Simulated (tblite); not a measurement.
# C6H11OPS: the cost of one run

The runs use tblite 0.8.0 and PySCF 2.14.0, with density-fitted response routines of our own; the level of theory stands in each step. All values are computed, except where a source is named. Atoms are numbered from 0 throughout.

### 1 The starting structure

20 atoms, charge 0, multiplicity 1; geometry from: force field or distance geometry start.

Bonds of the start (Å): C0–C1 1.49, C1–O2 1.23, C1–P3 1.80, P3–C4 1.86, C4–C5 1.53, C5–S6 1.81, S6–C7 1.78, C7–C8 1.50, C8–P3 1.80, C0–H9 1.12, C0–H10 1.11, C0–H11 1.12, C4–H12 1.11, C4–H13 1.11, C5–H14 1.12, C5–H15 1.10, C7–H16 1.11, C7–H17 1.10, C8–H18 1.11, C8–H19 1.13.

### 2 Relaxing the molecule with GFN2-xTB

Job settings and geometry (Å):

```
{"job": {"kind": "relax", "xc": "GFN2-xTB", "basis": "xTB"}, "charge": 0, "multiplicity": 1}
C      2.889000    -0.143700    -0.644300
C      2.082000     0.625500     0.351500
O      2.621700     1.441100     1.091500
P      0.316000     0.329300     0.499000
C     -0.160500    -1.462800     0.435000
C     -1.598600    -1.501000     0.959000
S     -2.576100    -0.665900    -0.316000
C     -2.210400     1.072200    -0.477900
C     -0.771300     1.466500    -0.382600
H      2.203600    -0.794200    -1.248200
H      3.619600    -0.806500    -0.141600
H      3.386900     0.621900    -1.286700
H     -0.236700    -1.853400    -0.600600
H      0.522700    -2.090900     1.044300
H     -1.614600    -0.889200     1.902900
H     -1.917800    -2.528700     1.182200
H     -2.597600     1.411300    -1.456900
H     -2.779100     1.607600     0.299400
H     -0.407700     1.727500    -1.392900
H     -0.776400     2.444200     0.179800
```

Started as:

```
$ OMP_NUM_THREADS=1 python probes_run.py task.json out
```

The driver reads the jobs from task.json and runs them one after another.

**Question.** How long does this first job take on 1 thread of Arm Neoverse V2, shared host, and how much memory does it need?

About 1.3 s, with a peak of 0.18 GiB.
